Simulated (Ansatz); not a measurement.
Run this with Ansatz 0.2.0, Python API and show what comes out.

Input file `h4nssb.xyz`:
```text
7

N    -1.26520    0.29420   -0.56200
Sb    0.76510    0.43840   -0.39950
S     0.80190   -1.67210    0.82690
H    -1.44380   -0.34490   -1.32990
H    -1.62890    1.26170   -0.94590
H     0.65220    1.39020    1.08820
H     2.17990   -1.43560    1.27640
```

The script, `scan_h4nssb.py`:
```python
'''Stretching a bond of H4NSSb, the rest held rigid.'''

import ansatz as az
import numpy as np

molecule = az.Crystal.molecule_from_extxyz('h4nssb.xyz')

symbols = [site.symbol for site in molecule.cartesian_sites]
start = np.array([site.position_ang for site in molecule.cartesian_sites])
axis = (start[2] - start[1]) / np.linalg.norm(start[2] - start[1])
moving = [2, 6]
lengths, energies = [2.148, 2.246, 2.344, 2.441, 2.539, 2.637, 2.734, 2.881], []
for length in lengths:
    xyz = start.copy()
    xyz[moving] += (length - np.linalg.norm(start[2] - start[1])) * axis
    point = az.Crystal.molecule()
    for symbol, place in zip(symbols, xyz):
        point = point.atom(symbol, place.tolist())
    calc = (
        point.calculation()
        .basis(gaussian='def2-SVP')
        .functional('cam_b3lyp')
    )
    data = calc.run().report
    energies.append(data['free_energy_ev'])
    print(f'r = {length:6.3f} A  E = {energies[-1]:.5f} eV  <S^2> = {abs(data["mean_field"]["state"]["spin_squared"]):.3f}')

# quartic fit about the minimum
fit = np.polynomial.Polynomial.fit(lengths, np.array(energies) - min(energies), 4).convert()
roots = [r.real for r in fit.deriv().roots() if abs(r.imag) < 1e-9 and fit.deriv(2)(r.real) > 0]
r_e = min(roots, key=lambda r: abs(r - lengths[int(np.argmin(energies))]))
print(f'minimum of the fit at {r_e:.4f} A, force constant {fit.deriv(2)(r_e):.2f} eV/A^2')
```

```console
$ python scan_h4nssb.py
r =  2.148 A  E = -18921.40874 eV  <S^2> = 0.000
r =  2.246 A  E = -18921.92812 eV  <S^2> = 0.000
r =  2.344 A  E = -18922.19949 eV  <S^2> = 0.000
r =  2.441 A  E = -18922.29729 eV  <S^2> = 0.000
r =  2.539 A  E = -18922.27685 eV  <S^2> = 0.000
r =  2.637 A  E = -18922.17522 eV  <S^2> = 0.000
r =  2.734 A  E = -18922.02211 eV  <S^2> = 0.000
r =  2.881 A  E = -18921.73255 eV  <S^2> = 0.000
minimum of the fit at 2.4672 A, force constant 11.26 eV/A^2
```

Notes:
- Total energies depend on the basis set; only differences at equal settings carry meaning.
- The rest of the molecule is held rigid at a force-field or estimated start geometry, and the basis set is modest; single-reference methods fail as a bond breaks.
- def2 sets replace the cores of elements past krypton by effective core potentials.
- The orbitals are restricted, so S² is zero by construction.
- Wall time of the script: 18 s on 1 thread of Arm Neoverse V2, on a shared host, peak memory 0.24 GiB.
